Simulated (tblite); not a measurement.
# C2H9OSSi2: the cost of one run

Computed with tblite 0.8.0 and PySCF 2.14.0; each step states its level. No surroundings beyond the atoms listed, unless a continuum is named. Atoms count from 0, parts from 1.

### Step 1. Starting point

15 atoms, charge 0, multiplicity 2; geometry: distance geometry start.

### Step 2. Relaxing the cluster with GFN2-xTB

Job settings and geometry (Å):

```
{"job": {"kind": "relax", "xc": "GFN2-xTB", "basis": "xTB"}, "charge": 0, "multiplicity": 2}
C      0.240233    -0.079638    -0.409857
Si     0.039151    -1.562345    -1.464979
S     -1.117547     0.963262    -0.142436
Si    -2.056519     0.220881     1.658828
O      1.373720    -0.008032     0.389196
C      1.961354     1.299348     0.415275
H     -1.055483    -2.441319    -0.962770
H     -0.323628    -1.157726    -2.877136
H      1.264524    -2.344740    -1.515442
H     -2.362742    -1.212744     1.465575
H     -3.265185     0.986244     1.907412
H     -1.098943     0.432206     2.799723
H      1.381119     1.977231     1.029860
H      2.075107     1.698764    -0.600829
H      2.962732     1.215403     0.855655
```

With the program's defaults for keys left out, this is: GFN2-xTB geometry optimisation, gas phase.

The run is started by

```console
> OMP_NUM_THREADS=1 python cluster_run.py task.json out
```

This one command runs all jobs of the session in turn.

**Question.** How long does this first job take on 1 thread of Arm Neoverse V2, shared host?

About 5.5 s.
